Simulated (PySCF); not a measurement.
# C6H19NSi2: the cost of one run

Computed with PySCF 2.14.0. Level: levels as typed in each script, gas phase, geometry from GFN2-xTB.

## (1) The system as given

28 atoms, charge 0, spin multiplicity 1.

Bond lengths: C1–Si2 1.904 Å, C1–H10 1.085 Å, C1–H11 1.085 Å, C1–H12 1.086 Å, Si2–C3 1.906 Å, Si2–C4 1.909 Å, Si2–N5 1.743 Å, C3–H13 1.085 Å, C3–H14 1.085 Å, C3–H15 1.085 Å, C4–H16 1.086 Å, C4–H17 1.085 Å, C4–H18 1.086 Å, N5–Si6 1.743 Å, N5–H19 1.007 Å, Si6–C7 1.909 Å, Si6–C8 1.904 Å, Si6–C9 1.906 Å and more. Angles: Si2–C1–H10 110.9°, Si2–C1–H11 111.4°, Si2–C1–H12 111.5°, H10–C1–H11 107.6°, H10–C1–H12 107.6°, H11–C1–H12 107.7°, C1–Si2–C3 110.7°, C1–Si2–C4 109.2°, C1–Si2–N5 109.7°, C3–Si2–C4 109.6°, C3–Si2–N5 106.7°, C4–Si2–N5 111.0°, Si2–C3–H13 111.4°, Si2–C3–H14 111.0°, Si2–C3–H15 111.5°, H13–C3–H14 107.4°, H13–C3–H15 107.7°, H14–C3–H15 107.6° and more.

As a file:

```xyz
28
C6H19NSi2
C    -1.63629    1.25704    1.35927
Si   -1.58990    0.00952   -0.07823
C    -2.80661    0.52158   -1.45258
C    -2.05857   -1.72035    0.57832
N    -0.00064   -0.00220   -0.79344
Si    1.58891   -0.00873   -0.07827
C     2.05372    1.72441    0.57245
C     1.64772   -1.25732    1.35848
C     2.80172   -0.52309   -1.45515
H    -0.94238    0.97006    2.14243
H    -1.36311    2.25327    1.02708
H    -2.62532    1.31649    1.80296
H    -2.81088   -0.19696   -2.26618
H    -3.82011    0.58579   -1.07090
H    -2.55175    1.49046   -1.86970
H    -3.05216   -1.72436    1.01636
H    -1.36181   -2.05013    1.34174
H    -2.04719   -2.46165   -0.21498
H    -0.00047   -0.01408   -1.80048
H     3.06928    1.74775    0.95604
H     1.98245    2.47193   -0.21168
H     1.39273    2.03192    1.37588
H     0.95562   -0.97705    2.14577
H     1.37976   -2.25464    1.02484
H     2.63919   -1.31187    1.79757
H     3.81980   -0.56435   -1.08259
H     2.55863   -1.50314   -1.85293
H     2.78589    0.18133   -2.28081
```

## (2) Density, bond paths and surface potential (BP86/6-31g*)

input.py

```python
import numpy as np
from pyscf import gto, scf, dft
from pyscf.scf import atom_ks, atom_hf
from scipy.linalg import block_diag

def solve(mol, dm0=None, hcore=None):
    mf = (dft.UKS if mol.spin else dft.RKS)(mol, xc='bp86')
    mf.grids.level = 3
    mf = mf.density_fit(auxbasis='def2-universal-jkfit')
    mf.conv_tol, mf.max_cycle = 1e-8, 80
    if hcore is not None:
        mf.get_hcore = lambda *args: hcore
    mf.kernel(dm0)
    if not mf.converged:
        mf = mf.newton().run(mf.mo_coeff, mf.mo_occ, max_cycle=30)
    assert mf.converged, 'SCF not converged'
    return mf

mol = gto.M(atom='''
C     -1.63629     1.25704     1.35927
Si    -1.58990     0.00952    -0.07823
C     -2.80661     0.52158    -1.45258
C     -2.05857    -1.72035     0.57832
N     -0.00064    -0.00220    -0.79344
Si     1.58891    -0.00873    -0.07827
C      2.05372     1.72441     0.57245
C      1.64772    -1.25732     1.35848
C      2.80172    -0.52309    -1.45515
H     -0.94238     0.97006     2.14243
H     -1.36311     2.25327     1.02708
H     -2.62532     1.31649     1.80296
H     -2.81088    -0.19696    -2.26618
H     -3.82011     0.58579    -1.07090
H     -2.55175     1.49046    -1.86970
H     -3.05216    -1.72436     1.01636
H     -1.36181    -2.05013     1.34174
H     -2.04719    -2.46165    -0.21498
H     -0.00047    -0.01408    -1.80048
H      3.06928     1.74775     0.95604
H      1.98245     2.47193    -0.21168
H      1.39273     2.03192     1.37588
H      0.95562    -0.97705     2.14577
H      1.37976    -2.25464     1.02484
H      2.63919    -1.31187     1.79757
H      3.81980    -0.56435    -1.08259
H      2.55863    -1.50314    -1.85293
H      2.78589     0.18133    -2.28081
''', basis='6-31g*', charge=0, spin=0, verbose=4)
mf = solve(mol)
mf.analyze()
# spherically averaged free atoms, for the promolecule
atm = atom_ks.get_atm_nrks(mol, xc='bp86')
pro = block_diag(*[(atm[a[0]][2] * atm[a[0]][3]) @ atm[a[0]][2].T for a in mol._atom])
np.savez('result.npz', e=mf.e_tot, c=mf.mo_coeff, occ=mf.mo_occ, eps=mf.mo_energy, pro=pro, dip=mf.dip_moment(verbose=0), s2=mf.spin_square()[0])
```

Launch:

```bash
$ OMP_NUM_THREADS=1 python input.py
```

What time and memory should one allow on 1 thread of Intel Xeon Platinum 8259CL at 2.50GHz (Skylake/Cascade Lake), shared host?

About 76 s, with a peak of 0.68 GiB.
